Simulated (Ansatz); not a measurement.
# NbTe under changes of volume

One of the cells (21.934 Å³/atom); the others are scaled copies at fixed shape and fractional positions:

```
Te Nb
1.0
     3.70297    0.00000    0.00000
    -1.85149    3.20687    0.00000
     0.00000    0.00000    3.69421
Te Nb
1 1
Direct
  0.66667 0.33333 0.00000
  0.00000 0.00000 0.50000
```

The cell comes from a database or a generator and needn't be the stable form of this composition.

- Program: Ansatz 0.2.0
- Functional: LDA
- Potentials or basis: Ansatz PAW
- Cutoff: 420 eV (not typed: the program's choice for these potentials)
- k mesh: 8 × 8 × 7
- Occupations: fermi-dirac, width 0.05 eV
- Spin: no spin polarisation

```tsv
volume (Å³/atom)	energy over the lowest point (meV/atom)	pressure (GPa)
20.618	0.00	0.2
21.057	3.60	-2.7
21.496	14.61	-5.2
21.934	32.20	-7.5
22.373	55.63	-9.5
22.812	84.24	-11.3
23.250	?	?
```

**Question.** What does the run at 23.250 Å³/atom give?

**Answer.** Energy over the lowest point 117.41 meV/atom; pressure -12.8 GPa.

Worked out: A Birch-Murnaghan fit of order 3 (a polynomial in V^(-2/3)) to the other rows has its minimum at 20.64 Å³/atom with B0 = V·E''(V) = 143 GPa and B' = 4.7 at fixed shape and positions, which overstates the stiffness. It gives 117.34 meV/atom at 23.250 Å³/atom, against the run's 117.41, and -dE/dV = -12.9 GPa, against -12.8.

Energies are extrapolated to zero smearing.

Caveats: the PAW data sets come from PBE, with cores solved anew for the run's functional, which leaves a small shift of forces and pressure.
